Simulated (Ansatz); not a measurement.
The system is HPbNO4.

```
H Pb N O
1.0
     6.43453    0.00000    0.00872
     0.00000    4.11089    0.00000
    -3.14884    0.00000    7.72026
H Pb N O
2 2 2 8
Direct
  0.29356 0.09662 0.51195
  0.70644 0.59662 0.48805
  0.98504 0.60505 0.29264
  0.01496 0.10504 0.70736
  0.59230 0.36587 0.79290
  0.40770 0.86587 0.20710
  0.12824 0.09198 0.45672
  0.41419 0.46190 0.80564
  0.78042 0.46544 0.89401
  0.58396 0.16262 0.67325
  0.87176 0.59198 0.54328
  0.58581 0.96190 0.19436
  0.21958 0.96544 0.10599
  0.41604 0.66262 0.32675
```

The cell was built by a generator and needn't be a form met in nature.

| Property | Result |
| --- | --- |
| Program | Ansatz 0.2.0 |
| Task | single point |
| Functional | PBE |
| Potentials or basis | Ansatz PAW |
| Cutoff | 420 eV (not typed: the program's choice for these potentials) |
| k mesh | 5 × 7 × 4 |
| Occupations | fermi-dirac, width 0.05 eV |
| Spin | no spin polarisation |

On this cell: pressure 0.0 GPa; largest force 0.007 eV/Å; band gap on the k mesh 3.30 eV, indirect (least direct gap 3.38 eV).

The same run follows on a disturbed copy (atoms moved at random, drawn with an rms of 0.05 Å):

```xyz
14
Lattice="6.4345 0.0000 0.0087 0.0000 4.1109 0.0000 -3.1488 0.0000 7.7203" Properties=species:S:1:pos:R:3 pbc="T T T"
H     0.2178    0.3587    3.9839
H     2.9890    2.4129    3.7961
Pb    5.4637    2.5093    2.2698
Pb   -2.1177    0.4008    5.4419
N     1.2621    1.4497    6.1242
N     1.9849    3.6014    1.5997
O    -0.6670    0.3615    3.5135
O     0.1160    1.9135    6.1911
O     2.1818    1.9329    6.9135
O     1.6099    0.6866    5.2258
O     3.8128    2.4003    4.1884
O     3.1598    3.9616    1.4814
O     1.0727    4.0339    0.8243
O     1.6371    2.7211    2.4902
```

What changes?

The energy moves by +26.1 meV/atom; pressure 1.4 GPa; largest force 4.285 eV/Å; band gap on the k mesh 3.20 eV, indirect (least direct gap 3.23 eV).

Forces in eV/Å, atoms in the order of the input:
```
H   -0.416  0.053 -0.370
H   -3.522  0.049 -1.696
Pb  -0.233 -0.184 -0.376
Pb  -0.368  0.101  0.155
N    1.821  2.889  1.841
N   -1.274 -0.539 -0.500
O    0.795  0.084  0.525
O   -1.264 -0.118  0.149
O   -0.845 -0.906 -0.477
O    0.261 -1.913 -1.532
O    3.891 -0.051  1.794
O    0.477  0.177  0.152
O    0.416 -0.040  0.408
O    0.261  0.399 -0.075
```

Stress tensor (GPa, compression positive):
```
 2.66 -0.97  0.02
-0.97  0.67  1.19
 0.02  1.19  1.00
```

Caveats: odd divisions of the mesh miss points on the zone boundary, where band edges often lie, so the gap on the mesh can be too wide; spin-orbit coupling is left out, which as a rule narrows the gap of such compounds by several tenths of an eV.

A k mesh can miss the band edges.
